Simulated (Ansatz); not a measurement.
# A workflow on KNHOF (SMILES [F][K].N=O), part 2 of 2

Ansatz 0.2.0.

## 6. Overview of the runs

| run | level | contact | frozen core orbitals | partner | energy (Eh) | wall time |
| --- | --- | --- | --- | --- | --- | --- |
| 1 | CCSD(T)/aug-pcseg-1 | – | 8 | base | -829.023551 | 30 s |
| 2 | CCSD(T)/aug-pcseg-1 | base | 6 | fragment | -698.883982 | 1.9 s |
| 3 | CCSD(T)/aug-pcseg-1 (with ghost functions) | base | 6 | fragment with ghosts | -698.886010 | 13 s |
| 4 | CCSD(T)/aug-pcseg-1 | base | 2 | fragment | -130.145938 | 1.2 s |
| 5 | CCSD(T)/aug-pcseg-1 (with ghost functions) | base | 2 | fragment with ghosts | -130.147056 | 9.6 s |
| 6 | PBE-rVV10/aug-pcseg-1 | – | – | base | refused | 0.02 s |
| 7 | PBE-rVV10/aug-pcseg-1 | base | – | fragment | refused | 0.02 s |
| 8 | PBE-rVV10/aug-pcseg-1 (with ghost functions) | base | – | fragment with ghosts | refused | 0.04 s |
| 9 | PBE-rVV10/aug-pcseg-1 | base | – | fragment | refused | 0.02 s |
| 10 | PBE-rVV10/aug-pcseg-1 (with ghost functions) | base | – | fragment with ghosts | refused | 0.02 s |
| 11 | PBE-rVV10/aug-pcseg-1 | – | – | contact x 1.15 | refused | 0.02 s |
| 12 | PBE-rVV10/aug-pcseg-1 (with ghost functions) | contact x 1.15 | – | fragment with ghosts | refused | 0.04 s |
| 13 | PBE-rVV10/aug-pcseg-1 (with ghost functions) | contact x 1.15 | – | fragment with ghosts | refused | 0.04 s |
| 14 | wB97M-V/aug-pcseg-1 | – | – | base | -830.093770 | 28 s |
| 15 | wB97M-V/aug-pcseg-1 | base | – | fragment | -699.683341 | 8.4 s |
| 16 | wB97M-V/aug-pcseg-1 (with ghost functions) | base | – | fragment with ghosts | -699.683641 | 20 s |
| 17 | wB97M-V/aug-pcseg-1 | base | – | fragment | -130.418164 | 3.3 s |
| 18 | wB97M-V/aug-pcseg-1 (with ghost functions) | base | – | fragment with ghosts | -130.418463 | 18 s |
| 19 | B3LYP-D4/aug-pcseg-1 | – | – | base | -830.214151 | 7.2 s |
| 20 | B3LYP-D4/aug-pcseg-1 | base | – | fragment | -699.761806 | 2.2 s |
| 21 | B3LYP-D4/aug-pcseg-1 (with ghost functions) | base | – | fragment with ghosts | -699.762087 | 4.8 s |
| 22 | B3LYP-D4/aug-pcseg-1 | base | – | fragment | -130.460082 | 0.99 s |
| 23 | B3LYP-D4/aug-pcseg-1 (with ghost functions) | base | – | fragment with ghosts | -130.460355 | 6 s |
| 24 | revPBE-D3(BJ)/aug-pcseg-1 | – | – | base | -830.035855 | 7.5 s |
| 25 | revPBE-D3(BJ)/aug-pcseg-1 | base | – | fragment | -699.611430 | 2.1 s |
| 26 | revPBE-D3(BJ)/aug-pcseg-1 (with ghost functions) | base | – | fragment with ghosts | -699.611736 | 3.3 s |
| 27 | revPBE-D3(BJ)/aug-pcseg-1 | base | – | fragment | -130.432652 | 0.96 s |
| 28 | revPBE-D3(BJ)/aug-pcseg-1 (with ghost functions) | base | – | fragment with ghosts | -130.432967 | 3.3 s |
| 29 | revPBE-D3(BJ)/aug-pcseg-1 | – | – | contact x 1.15 | -830.039642 | 6.9 s |
| 30 | revPBE-D3(BJ)/aug-pcseg-1 (with ghost functions) | contact x 1.15 | – | fragment with ghosts | -699.611667 | 4.5 s |
| 31 | revPBE-D3(BJ)/aug-pcseg-1 (with ghost functions) | contact x 1.15 | – | fragment with ghosts | -130.432812 | 4.5 s |
| 32 | RPBE-D3(BJ)/aug-pcseg-1 | – | – | base | -830.138657 | 6.3 s |
| 33 | RPBE-D3(BJ)/aug-pcseg-1 | base | – | fragment | -699.676659 | 1.9 s |
| 34 | RPBE-D3(BJ)/aug-pcseg-1 (with ghost functions) | base | – | fragment with ghosts | -699.676986 | 5.1 s |
| 35 | RPBE-D3(BJ)/aug-pcseg-1 | base | – | fragment | -130.469703 | 1.1 s |
| 36 | RPBE-D3(BJ)/aug-pcseg-1 (with ghost functions) | base | – | fragment with ghosts | -130.470024 | 3.9 s |
| 37 | r2SCAN50-D3(BJ)/aug-pcseg-1 | – | – | base | -829.945650 | 11 s |
| 38 | r2SCAN50-D3(BJ)/aug-pcseg-1 | base | – | fragment | -699.622293 | 4.8 s |
| 39 | r2SCAN50-D3(BJ)/aug-pcseg-1 (with ghost functions) | base | – | fragment with ghosts | -699.622656 | 9.1 s |
| 40 | r2SCAN50-D3(BJ)/aug-pcseg-1 | base | – | fragment | -130.331118 | 2.1 s |
| 41 | r2SCAN50-D3(BJ)/aug-pcseg-1 (with ghost functions) | base | – | fragment with ghosts | -130.331508 | 7.8 s |
| 42 | r2SCAN50-D3(BJ)/aug-pcseg-1 | – | – | contact x 1.15 | -829.948972 | 11 s |
| 43 | r2SCAN50-D3(BJ)/aug-pcseg-1 (with ghost functions) | contact x 1.15 | – | fragment with ghosts | -699.622576 | 9.7 s |
| 44 | r2SCAN50-D3(BJ)/aug-pcseg-1 (with ghost functions) | contact x 1.15 | – | fragment with ghosts | -130.331301 | 8.2 s |
| 45 | wB97X-V/aug-pcseg-1 | – | – | base | -830.027863 | 26 s |
| 46 | wB97X-V/aug-pcseg-1 | base | – | fragment | -699.622973 | 8.7 s |
| 47 | wB97X-V/aug-pcseg-1 (with ghost functions) | base | – | fragment with ghosts | -699.623286 | 21 s |
| 48 | wB97X-V/aug-pcseg-1 | base | – | fragment | -130.412963 | 4.2 s |
| 49 | wB97X-V/aug-pcseg-1 (with ghost functions) | base | – | fragment with ghosts | -130.413284 | 20 s |
| 50 | B3LYP/aug-pcseg-1 | – | – | base | -830.211232 | 8.4 s |
| 51 | B3LYP/aug-pcseg-1 | base | – | fragment | -699.760992 | 2.2 s |
| 52 | B3LYP/aug-pcseg-1 (with ghost functions) | base | – | fragment with ghosts | -699.761273 | 5.4 s |
| 53 | B3LYP/aug-pcseg-1 | base | – | fragment | -130.459228 | 1.2 s |
| 54 | B3LYP/aug-pcseg-1 (with ghost functions) | base | – | fragment with ghosts | -130.459501 | 5.7 s |
| 55 | B3LYP/aug-pcseg-1 | – | – | contact x 1.15 | -830.215023 | 6.9 s |
| 56 | B3LYP/aug-pcseg-1 (with ghost functions) | contact x 1.15 | – | fragment with ghosts | -699.761209 | 5.4 s |
| 57 | B3LYP/aug-pcseg-1 (with ghost functions) | contact x 1.15 | – | fragment with ghosts | -130.459373 | 5.1 s |
| 58 | PBE/aug-pcseg-1 | – | – | base | -829.755851 | 6.9 s |
| 59 | PBE/aug-pcseg-1 | base | – | fragment | -699.436303 | 2.2 s |
| 60 | PBE/aug-pcseg-1 (with ghost functions) | base | – | fragment with ghosts | -699.436575 | 4.5 s |
| 61 | PBE/aug-pcseg-1 | base | – | fragment | -130.327150 | 0.96 s |
| 62 | PBE/aug-pcseg-1 (with ghost functions) | base | – | fragment with ghosts | -130.327436 | 4.2 s |
| 63 | PBE/aug-pcseg-1 | – | – | contact x 1.15 | -829.759180 | 9.3 s |
| 64 | PBE/aug-pcseg-1 (with ghost functions) | contact x 1.15 | – | fragment with ghosts | -699.436511 | 5.4 s |
| 65 | PBE/aug-pcseg-1 (with ghost functions) | contact x 1.15 | – | fragment with ghosts | -130.327302 | 3.9 s |
| 66 | B2PLYP/aug-pcseg-1 | – | 8 | base | -829.843454 | 12 s |
| 67 | B2PLYP/aug-pcseg-1 | base | 6 | fragment | -699.505453 | 4.5 s |
| 68 | B2PLYP/aug-pcseg-1 (with ghost functions) | base | 6 | fragment with ghosts | -699.506226 | 11 s |
| 69 | B2PLYP/aug-pcseg-1 | base | 2 | fragment | -130.346289 | 2 s |
| 70 | B2PLYP/aug-pcseg-1 (with ghost functions) | base | 2 | fragment with ghosts | -130.346801 | 8.7 s |
| 71 | wB97X/aug-pcseg-1 | – | – | base | -830.139089 | 18 s |
| 72 | wB97X/aug-pcseg-1 | base | – | fragment | -699.724243 | 6.6 s |
| 73 | wB97X/aug-pcseg-1 (with ghost functions) | base | – | fragment with ghosts | -699.724506 | 15 s |
| 74 | wB97X/aug-pcseg-1 | base | – | fragment | -130.422543 | 2.7 s |
| 75 | wB97X/aug-pcseg-1 (with ghost functions) | base | – | fragment with ghosts | -130.422816 | 14 s |
| 76 | wB97X/aug-pcseg-1 | – | – | contact x 1.15 | -830.142331 | 17 s |
| 77 | wB97X/aug-pcseg-1 (with ghost functions) | contact x 1.15 | – | fragment with ghosts | -699.724447 | 16 s |
| 78 | wB97X/aug-pcseg-1 (with ghost functions) | contact x 1.15 | – | fragment with ghosts | -130.422689 | 14 s |
| 79 | PBEsol/aug-pcseg-1 | – | – | base | -828.216791 | 6.9 s |
| 80 | PBEsol/aug-pcseg-1 | base | – | fragment | -698.351499 | 1.8 s |
| 81 | PBEsol/aug-pcseg-1 (with ghost functions) | base | – | fragment with ghosts | -698.351768 | 4.5 s |
| 82 | PBEsol/aug-pcseg-1 | base | – | fragment | -129.872311 | 1.1 s |
| 83 | PBEsol/aug-pcseg-1 (with ghost functions) | base | – | fragment with ghosts | -129.872600 | 4.2 s |
| 84 | BLYP-D4/aug-pcseg-1 | – | – | base | -830.189351 | 7.5 s |
| 85 | BLYP-D4/aug-pcseg-1 | base | – | fragment | -699.746769 | 2 s |
| 86 | BLYP-D4/aug-pcseg-1 (with ghost functions) | base | – | fragment with ghosts | -699.747016 | 5.4 s |
| 87 | BLYP-D4/aug-pcseg-1 | base | – | fragment | -130.450008 | 1.1 s |
| 88 | BLYP-D4/aug-pcseg-1 (with ghost functions) | base | – | fragment with ghosts | -130.450251 | 4.5 s |
| 89 | BLYP-D4/aug-pcseg-1 | – | – | contact x 1.15 | -830.192609 | 7.5 s |
| 90 | BLYP-D4/aug-pcseg-1 (with ghost functions) | contact x 1.15 | – | fragment with ghosts | -699.746957 | 5.4 s |
| 91 | BLYP-D4/aug-pcseg-1 (with ghost functions) | contact x 1.15 | – | fragment with ghosts | -130.450143 | 4.8 s |
| 92 | r2SCAN50-D4/aug-pcseg-1 | – | – | base | -829.945669 | 8.4 s |
| 93 | r2SCAN50-D4/aug-pcseg-1 | base | – | fragment | -699.622308 | 2.7 s |
| 94 | r2SCAN50-D4/aug-pcseg-1 (with ghost functions) | base | – | fragment with ghosts | -699.622671 | 6.9 s |
| 95 | r2SCAN50-D4/aug-pcseg-1 | base | – | fragment | -130.331082 | 1.9 s |
| 96 | r2SCAN50-D4/aug-pcseg-1 (with ghost functions) | base | – | fragment with ghosts | -130.331472 | 6.9 s |
| 97 | RPBE-D3(BJ)-ATM/aug-pcseg-1 | – | – | base | -830.138658 | 7.2 s |
| 98 | RPBE-D3(BJ)-ATM/aug-pcseg-1 | base | – | fragment | -699.676659 | 2.2 s |
| 99 | RPBE-D3(BJ)-ATM/aug-pcseg-1 (with ghost functions) | base | – | fragment with ghosts | -699.676986 | 5.4 s |
| 100 | RPBE-D3(BJ)-ATM/aug-pcseg-1 | base | – | fragment | -130.469703 | 0.91 s |
| 101 | RPBE-D3(BJ)-ATM/aug-pcseg-1 (with ghost functions) | base | – | fragment with ghosts | -130.470024 | 4.5 s |
| 102 | BLYP/aug-pcseg-1 | – | – | base | -830.185400 | 7.5 s |
| 103 | BLYP/aug-pcseg-1 | base | – | fragment | -699.745708 | 2.3 s |
| 104 | BLYP/aug-pcseg-1 (with ghost functions) | base | – | fragment with ghosts | -699.745955 | 5.4 s |
| 105 | BLYP/aug-pcseg-1 | base | – | fragment | -130.448737 | 1.2 s |
| 106 | BLYP/aug-pcseg-1 (with ghost functions) | base | – | fragment with ghosts | -130.448980 | 4.8 s |
| 107 | RPA@PBE/aug-pcseg-1 | – | 8 | base | -829.287786 | 20 s |
| 108 | RPA@PBE/aug-pcseg-1 | base | 6 | fragment | -699.006252 | 3.9 s |
| 109 | RPA@PBE/aug-pcseg-1 (with ghost functions) | base | 6 | fragment with ghosts | -699.008960 | 8.7 s |
| 110 | RPA@PBE/aug-pcseg-1 | base | 2 | fragment | -130.287765 | 2.1 s |
| 111 | RPA@PBE/aug-pcseg-1 (with ghost functions) | base | 2 | fragment with ghosts | -130.289183 | 9 s |
| 112 | SVWN5/aug-pcseg-1 | – | – | base | -826.866812 | 3.9 s |
| 113 | SVWN5/aug-pcseg-1 | base | – | fragment | -697.391536 | 1.2 s |
| 114 | SVWN5/aug-pcseg-1 (with ghost functions) | base | – | fragment with ghosts | -697.391790 | 2.3 s |
| 115 | SVWN5/aug-pcseg-1 | base | – | fragment | -129.480125 | 0.61 s |
| 116 | SVWN5/aug-pcseg-1 (with ghost functions) | base | – | fragment with ghosts | -129.480380 | 1.6 s |
| 117 | SVWN5/aug-pcseg-1 | – | – | contact x 1.15 | -826.868518 | 5.4 s |
| 118 | SVWN5/aug-pcseg-1 (with ghost functions) | contact x 1.15 | – | fragment with ghosts | -697.391726 | 3.3 s |
| 119 | SVWN5/aug-pcseg-1 (with ghost functions) | contact x 1.15 | – | fragment with ghosts | -129.480269 | 2.1 s |
| 120 | B97M-V/aug-pcseg-1 | – | – | base | -829.937778 | 20 s |
| 121 | B97M-V/aug-pcseg-1 | base | – | fragment | -699.531066 | 7.8 s |
| 122 | B97M-V/aug-pcseg-1 (with ghost functions) | base | – | fragment with ghosts | -699.531454 | 17 s |
| 123 | B97M-V/aug-pcseg-1 | base | – | fragment | -130.413633 | 3.3 s |
| 124 | B97M-V/aug-pcseg-1 (with ghost functions) | base | – | fragment with ghosts | -130.413987 | 14 s |
| 125 | PBEsol-D3(BJ)-ATM/aug-pcseg-1 | – | – | base | -828.217551 | 7.2 s |
| 126 | PBEsol-D3(BJ)-ATM/aug-pcseg-1 | base | – | fragment | -698.351642 | 2 s |
| 127 | PBEsol-D3(BJ)-ATM/aug-pcseg-1 (with ghost functions) | base | – | fragment with ghosts | -698.351911 | 4.5 s |
| 128 | PBEsol-D3(BJ)-ATM/aug-pcseg-1 | base | – | fragment | -129.872504 | 0.96 s |
| 129 | PBEsol-D3(BJ)-ATM/aug-pcseg-1 (with ghost functions) | base | – | fragment with ghosts | -129.872793 | 4.2 s |
| 130 | revPBE-D4/aug-pcseg-1 | – | – | base | -830.037686 | 6.9 s |
| 131 | revPBE-D4/aug-pcseg-1 | base | – | fragment | -699.611887 | 1.8 s |
| 132 | revPBE-D4/aug-pcseg-1 (with ghost functions) | base | – | fragment with ghosts | -699.612193 | 4.5 s |
| 133 | revPBE-D4/aug-pcseg-1 | base | – | fragment | -130.433095 | 0.79 s |
| 134 | revPBE-D4/aug-pcseg-1 (with ghost functions) | base | – | fragment with ghosts | -130.433409 | 3.6 s |
| 135 | LC-wPBE/aug-pcseg-1 | – | – | base | -829.919147 | 7.2 s |
| 136 | LC-wPBE/aug-pcseg-1 | base | – | fragment | -699.551222 | 2.7 s |
| 137 | LC-wPBE/aug-pcseg-1 (with ghost functions) | base | – | fragment with ghosts | -699.551542 | 4.8 s |
| 138 | LC-wPBE/aug-pcseg-1 | base | – | fragment | -130.377629 | 1.5 s |
| 139 | LC-wPBE/aug-pcseg-1 (with ghost functions) | base | – | fragment with ghosts | -130.377948 | 5.1 s |
| 140 | LC-wPBE/aug-pcseg-1 | – | – | contact x 1.15 | -829.923263 | 7.2 s |
| 141 | LC-wPBE/aug-pcseg-1 (with ghost functions) | contact x 1.15 | – | fragment with ghosts | -699.551469 | 6.9 s |
| 142 | LC-wPBE/aug-pcseg-1 (with ghost functions) | contact x 1.15 | – | fragment with ghosts | -130.377798 | 6 s |
| 143 | MP2/aug-pcseg-1 | – | 8 | base | -828.982375 | 6 s |
| 144 | MP2/aug-pcseg-1 | base | 6 | fragment | -698.867396 | 1.1 s |
| 145 | MP2/aug-pcseg-1 (with ghost functions) | base | 6 | fragment with ghosts | -698.869202 | 3.3 s |
| 146 | MP2/aug-pcseg-1 | base | 2 | fragment | -130.122716 | 0.78 s |
| 147 | MP2/aug-pcseg-1 (with ghost functions) | base | 2 | fragment with ghosts | -130.123716 | 3.3 s |
| 148 | HF/def2-TZVP | – | – | base | -828.504025 | 3.3 s |
| 149 | HF/def2-TZVP | base | – | fragment | -698.673429 | 0.55 s |
| 150 | HF/def2-TZVP (with ghost functions) | base | – | fragment with ghosts | -698.673745 | 1.7 s |
| 151 | HF/def2-TZVP | base | – | fragment | -129.841912 | 0.37 s |
| 152 | HF/def2-TZVP (with ghost functions) | base | – | fragment with ghosts | -129.842027 | 1.8 s |

## 7. What came out

This closing draws on all 2 parts.

| quantity | value |
| --- | --- |
| HNO among ghost functions, run 152: total energy | -129.84203 Eh |
| interaction energy of the rigid parts KF and HNO (parts in their own basis; closest atoms 2.71 Å apart), wB97M-V/aug-pcseg-1 | 0.210 eV |
| interaction energy of the rigid parts KF and HNO (parts in the whole basis, counterpoise; closest atoms 2.71 Å apart), wB97X-V/aug-pcseg-1 | 0.237 eV |
| interaction energy of the rigid parts KF and HNO (parts in their own basis; closest atoms 2.71 Å apart), B3LYP/aug-pcseg-1 | 0.245 eV |
| interaction energy of the rigid parts KF and HNO (parts in the whole basis, counterpoise; closest atoms 2.71 Å apart), wB97X/aug-pcseg-1 | 0.224 eV |
| interaction energy of the rigid parts KF and HNO (parts in the whole basis, counterpoise; closest atoms 2.71 Å apart), BLYP-D4/aug-pcseg-1 | 0.215 eV |
| interaction energy of the rigid parts KF and HNO (parts in the whole basis, counterpoise; closest atoms 3.12 Å apart), BLYP-D4/aug-pcseg-1 | 0.122 eV |
| interaction energy of the rigid parts KF and HNO (parts in their own basis; closest atoms 2.71 Å apart), SVWN5/aug-pcseg-1 | 0.132 eV |
| interaction energy of the rigid parts KF and HNO (parts in the whole basis, counterpoise; closest atoms 2.71 Å apart), LC-wPBE/aug-pcseg-1 | 0.281 eV |

At wB97M-V/aug-pcseg-1: the interaction energy of the rigid parts KF and HNO (parts in their own basis; closest atoms 2.71 Å apart) is 0.21 eV (4.9 kcal/mol): the parts repel at this shape. Without counterpoise this holds the superposition error of the basis. At wB97X-V/aug-pcseg-1: the interaction energy of the rigid parts KF and HNO (parts in the whole basis, counterpoise; closest atoms 2.71 Å apart) is 0.24 eV (5.5 kcal/mol): the parts repel at this shape. At B3LYP/aug-pcseg-1: the interaction energy of the rigid parts KF and HNO (parts in their own basis; closest atoms 2.71 Å apart) is 0.24 eV (5.6 kcal/mol): the parts repel at this shape. At wB97X/aug-pcseg-1: the interaction energy of the rigid parts KF and HNO (parts in the whole basis, counterpoise; closest atoms 2.71 Å apart) is 0.22 eV (5.2 kcal/mol): the parts repel at this shape. At BLYP-D4/aug-pcseg-1: the interaction energy of the rigid parts KF and HNO (parts in the whole basis, counterpoise; closest atoms 2.71 Å apart) is 0.22 eV (5.0 kcal/mol): the parts repel at this shape. At BLYP-D4/aug-pcseg-1: the interaction energy of the rigid parts KF and HNO (parts in the whole basis, counterpoise; closest atoms 3.12 Å apart) is 0.12 eV (2.8 kcal/mol): the parts repel at this shape. Totals of different functionals can't be ranked against each other. In runs 1, 4, 5, 66, 69, 70, 107, 110 and more the log says that unrestricted orbitals would lower the reference, so the values rest on an unstable closed-shell determinant (other closed-shell runs at this shape may share the fault). All runs together took 15 min, the longest 30 s. 8 of the 152 runs did not end normally.
